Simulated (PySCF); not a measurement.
**OsSCl₂: triplet, from a trigonal pyramidal start**

Where does triplet OsSCl₂ go from a trigonal pyramidal start, is the end point a minimum, and what are its modes, charges and moments?

The runs use PySCF 2.14.0; PBE0, basis Os def2-SVP with ECP60, S def2-SVP, Cl def2-SVP, scalar-relativistic core potentials, no spin–orbit coupling, density fitting.

## (1) The system as given

4 atoms, charge 0, spin multiplicity 3.

Bond lengths: Os1–S2 2.100 Å, Os1–Cl3 2.280 Å, Os1–Cl4 2.280 Å. Angles: S2–Os1–Cl3 99.8°, S2–Os1–Cl4 99.8°, Cl3–Os1–Cl4 99.8°.

```xyz
4
charge 0 multiplicity 3
Os    0.0000    0.0000    0.0000
S    -0.9271   -1.6058    0.9859
Cl    2.0131    0.0000    1.0704
Cl   -1.0066    1.7434    1.0704
```

## (2) Finding the electronic state

One driver script runs all steps and calls PySCF; scf.py shows how it sets up the SCF of each step. The optimiser is the driver's own. After this first run the driver tries any further starts and a stability analysis.

Contents of scf.py:

```python
from pyscf import gto, scf, dft
mol = gto.M(atom='''
Os     0.000000     0.000000     0.000000
S     -0.927100    -1.605800     0.985900
Cl     2.013100     0.000000     1.070400
Cl    -1.006600     1.743400     1.070400''',
    basis={'Os': 'def2-SVP', 'S': 'def2-SVP', 'Cl': 'def2-SVP'},
    ecp={'Os': 'def2-SVP'},
    charge=0, spin=2)
mf = dft.UKS(mol, xc='PBE0')
mf.grids.atom_grid = (50, 194)
aux = {'Os': 'def2-universal-JKFIT', 'S': 'def2-universal-JKFIT', 'Cl': 'def2-universal-JKFIT'}
mf = mf.density_fit(auxbasis=aux)
mf.conv_tol = 1e-08
mf.diis_space = 10
mf.max_cycle = 60
mf.init_guess = 'minao'
mf.verbose = 4
mf.kernel()
```

Command:

```
> OMP_NUM_THREADS=2 python axn.py task.json out
```

The log of the run:

```text
init E= -1396.37755569636
[... the frontier-level lines of each cycle are left out ...]
cycle= 1 E= -1407.94238591463  delta_E= -11.6  |g|= 0.962  |ddm|= 5.83
cycle= 2 E= -1404.19143803968  delta_E= 3.75  |g|= 2.47  |ddm|=  5.1
cycle= 3 E= -1408.42053913304  delta_E= -4.23  |g|= 0.182  |ddm|=  4.8
cycle= 4 E= -1408.40488409868  delta_E= 0.0157  |g|= 0.245  |ddm|= 0.556
cycle= 5 E= -1408.44189296785  delta_E= -0.037  |g|= 0.0792  |ddm|= 0.344
cycle= 6 E= -1408.44440600874  delta_E= -0.00251  |g|= 0.0382  |ddm|= 0.0483
cycle= 7 E= -1408.4451422153  delta_E= -0.000736  |g|= 0.0158  |ddm|= 0.0435
cycle= 8 E= -1408.4453081567  delta_E= -0.000166  |g|= 0.00375  |ddm|= 0.027
cycle= 9 E= -1408.44532574902  delta_E= -1.76e-05  |g|= 0.00143  |ddm|= 0.00957
cycle= 10 E= -1408.44533339234  delta_E= -7.64e-06  |g|= 0.00115  |ddm|= 0.00843
cycle= 11 E= -1408.44533903476  delta_E= -5.64e-06  |g|= 0.000447  |ddm|= 0.0106
cycle= 12 E= -1408.44534007167  delta_E= -1.04e-06  |g|= 0.000204  |ddm|= 0.00384
cycle= 13 E= -1408.4453406304  delta_E= -5.59e-07  |g|= 8.43e-05  |ddm|= 0.00412
cycle= 14 E= -1408.44534070831  delta_E= -7.79e-08  |g|= 4.95e-05  |ddm|= 0.00149
cycle= 15 E= -1408.4453407273  delta_E= -1.9e-08  |g|= 3.44e-05  |ddm|= 0.000635
cycle= 16 E= -1408.44534073257  delta_E= -5.27e-09  |g|= 2.39e-05  |ddm|= 0.00031
Extra cycle  E= -1408.44534073278  delta_E= -2.14e-10  |g|= 4.24e-05  |ddm|= 0.000105
converged SCF energy = -1408.44534073278  <S^2> = 2.0272158  2S+1 = 3.0180893
```

This step, with its further starts and checks, took 15 s on 2 threads of Arm Neoverse V2, shared host.

Energies from each starting density:

```csv
start,energy (Eh)
the minimal-basis guess,-1408.445341
a thermally smeared density,-1408.445341
a smeared PBE density,-1408.445341
```

No lower solution of this spin turned up from the other starts or in the test of internal stability.

## (3) Relaxing the triplet from the trigonal pyramidal start

The program finds Cs symmetry in the start, which this walk keeps.

Changes to scf.py since step 2:

```diff
@@ -3,4 +3,4 @@
-Os     0.000000     0.000000     0.000000
-S     -0.927100    -1.605800     0.985900
-Cl     2.013100     0.000000     1.070400
-Cl    -1.006600     1.743400     1.070400''',
+Os    -0.018905    -0.032747    -0.362004
+S     -0.946001    -1.638550     0.623896
+Cl     1.994207    -0.032750     0.708400
+Cl    -1.025497     1.710644     0.708392''',
@@ -17 +16,0 @@
-mf.init_guess = 'minao'
```

Steps of the walk:

```csv
step,energy (Eh),change (kJ/mol),largest symmetric gradient (Eh/bohr)
0,-1408.445341,0.00,0.04953
1,-1408.457157,-31.02,0.02404
2,-1408.467113,-57.16,0.01921
3,-1408.473381,-73.62,0.02113
4,-1408.476633,-82.16,0.01236
5,-1408.479343,-89.27,0.00328
6,-1408.479578,-89.89,0.00234
7,-1408.479662,-90.11,0.00053
8,-1408.479664,-90.12,0.00017
```

The walk took 29 s.

Geometry (Å) and forces (eV/Å) at some steps:

```
step 0
Os  -0.019  -0.033  -0.362  -0.059  -0.089   2.547
S   -0.946  -1.639   0.624   0.165   0.285  -0.932
Cl   1.994  -0.033   0.708  -0.435   0.122  -0.804
Cl  -1.026   1.711   0.708   0.328  -0.318  -0.810
step 1
Os  -0.018  -0.032  -0.227   0.078   0.156   1.236
S   -0.971  -1.682   0.575  -0.146  -0.255  -0.376
Cl   2.029  -0.024   0.665   0.052   0.041  -0.437
Cl  -1.036   1.745   0.665   0.016   0.058  -0.423
step 4
Os   0.008   0.014   0.272   0.025   0.041   0.437
S   -1.033  -1.789   0.410   0.363   0.638  -0.111
Cl   2.227  -0.098   0.498  -0.532  -0.148  -0.165
Cl  -1.198   1.880   0.498   0.144  -0.531  -0.161
step 8
Os   0.042   0.072   0.421  -0.001  -0.009   0.009
S   -0.989  -1.713   0.369   0.000   0.001  -0.009
Cl   2.234  -0.191   0.445  -0.004   0.009   0.000
Cl  -1.283   1.839   0.445   0.005  -0.001  -0.001
```

It settles in C2v symmetry, 90.1 kJ/mol below the start, after 8 steps: Os–Cl 2.208 Å (×2), Os–S 2.062 Å; Cl–Os–Cl 133.7°, Cl–Os–S 113.1° (×2).

## (4) Vibrations and properties at this point

The point is checked on the finer grid, and tightened if its gradient asks for it. The Hessian and the dipole derivatives come from central differences of analytic gradients, with steps of 0.02 bohr.

Changes to scf.py since step 3:

```diff
@@ -3,4 +3,4 @@
-Os    -0.018905    -0.032747    -0.362004
-S     -0.946001    -1.638550     0.623896
-Cl     1.994207    -0.032750     0.708400
-Cl    -1.025497     1.710644     0.708392''',
+Os     0.007815     0.013536     0.000402
+S     -1.022941    -1.771821    -0.052676
+Cl     2.199775    -0.245203     0.022856
+Cl    -1.312269     1.782438     0.022846''',
@@ -11 +11 @@
-mf.grids.atom_grid = (50, 194)
+mf.grids.atom_grid = (75, 302)
@@ -14 +14 @@
-mf.conv_tol = 1e-08
+mf.conv_tol = 1e-10
```

The driver hands on the density of the step before, so the log starts near convergence.

SCF at the final geometry:

```text
init E= -1408.47966244759
[... the frontier-level lines of each cycle are left out ...]
cycle= 1 E= -1408.47966244726  delta_E= 3.24e-10  |g|= 2.49e-05  |ddm|= 3.9e-05
cycle= 2 E= -1408.47966244359  delta_E= 3.67e-09  |g|= 8.49e-05  |ddm|= 0.000112
cycle= 3 E= -1408.47966244759  delta_E= -3.99e-09  |g|= 9.77e-06  |ddm|= 8.27e-05
cycle= 4 E= -1408.47966244765  delta_E= -6.8e-11  |g|= 6.75e-07  |ddm|= 1.12e-05
Extra cycle  E= -1408.47966244764  delta_E= 8.64e-12  |g|= 1.12e-06  |ddm|= 3.54e-06
converged SCF energy = -1408.47966244764  <S^2> = 2.0174346  2S+1 = 3.0116006
```

The whole step took 60 s.

Geometry: C2v; Os–Cl 2.207 Å (×2), Os–S 2.062 Å; Cl–Os–Cl 133.5°, Cl–Os–S 113.3° (×2).

Harmonic modes (main isotopes):

```tsv
symmetry	ω (cm⁻¹)	IR (km/mol)
b1	90	0.1
a1	114	0.1
b2	143	1.2
a1	406	16.2
b2	430	62.2
a1	577	19.7
```

Every mode is real; the point is a minimum.

Constants and moments:

| Item | Value |
| --- | --- |
| Dipole moment | 0.07 D |
| Highest occupied level | -6.98 eV |
| Lowest empty level | -4.09 eV |
| Rotational constants | 0.08915, 0.05863, 0.03537 cm⁻¹ |
| Zero-point energy | 10.5 kJ/mol |
| Principal polarisabilities | 46.4, 83.1, 88.1 bohr³ |
| Atomisation energy without zero-point energy | 1110 kJ/mol |
| Principal traceless quadrupole moments about the centre of mass | -2.82, -0.40, 3.23 D Å |
| Entropy at 298.15 K and 1 bar (electronic part: spin only) | 352.4 J/(mol K) |
| Heat capacity Cp at 298.15 K | 74.0 J/(mol K) |
| Enthalpy at 298.15 K above 0 K | 17.47 kJ/mol |
| Rotational symmetry number | 2 |
| Spin squared ⟨S²⟩ | 2.017 |

Charges (e) and bond orders:

```json
{"atom": "Os1", "Mulliken": "0.34", "Löwdin": "-0.68", "polar tensor": "0.94", "spin (Mulliken)": "1.54", "Mayer order to Os1": "–"}
{"atom": "S2", "Mulliken": "-0.02", "Löwdin": "0.34", "polar tensor": "-0.20", "spin (Mulliken)": "0.28", "Mayer order to Os1": "2.13"}
{"atom": "Cl3,4", "Mulliken": "-0.16", "Löwdin": "0.17", "polar tensor": "-0.37", "spin (Mulliken)": "0.09", "Mayer order to Os1": "1.15"}
```

Outer orbital energies (eV). α occupied: -11.18, -10.47, -10.18, -10.14, -9.02, -7.88, -7.86, -6.98; empty: -4.09, -3.58, 0.46, 0.83. β occupied: -11.51, -10.51, -10.45, -10.13, -10.06, -9.18, -8.99, -7.21; empty: -3.86, -3.57, -3.50, -3.08.

Mulliken populations on Os1 (outside its core potential): s 2.79, p 6.34, d 6.47, f 0.05.

## (5) Summary of results

| quantity | value |
| --- | --- |
| minimum | triplet, C2v |
| geometry | Os–Cl 2.207 Å (×2), Os–S 2.062 Å; Cl–Os–Cl 133.5°, Cl–Os–S 113.3° (×2) |
| wavenumbers (cm⁻¹) | 90 (b1), 114 (a1), 143 (b2), 406 (a1), 430 (b2), 577 (a1) |
| dipole moment | 0.07 D |
| highest occupied, lowest empty level (either spin) | -6.98, -4.09 eV |
| polar-tensor charge of Os1 | +0.94 e |
| zero-point energy | 10.5 kJ/mol |
| entropy at 298.15 K | 352.4 J/(mol K) |
| atomisation energy (no zero-point energy) | 1110 kJ/mol |
| ⟨S²⟩ | 2.017 |

What this shows: The trigonal pyramidal start (Cs) ends in a minimum of C2v symmetry. The strongest infrared band lies at 430 cm⁻¹ (b2, stretch). Most of the spin sits on Os1 (Mulliken spin 1.54, against 2 for the whole molecule). Other starts or spin states, not run here, may lie lower. One determinant may miss the lowest occupation of an open d or f shell. With an element this heavy the missing spin–orbit coupling can shift these numbers.

The search up to here took 1.7 min.
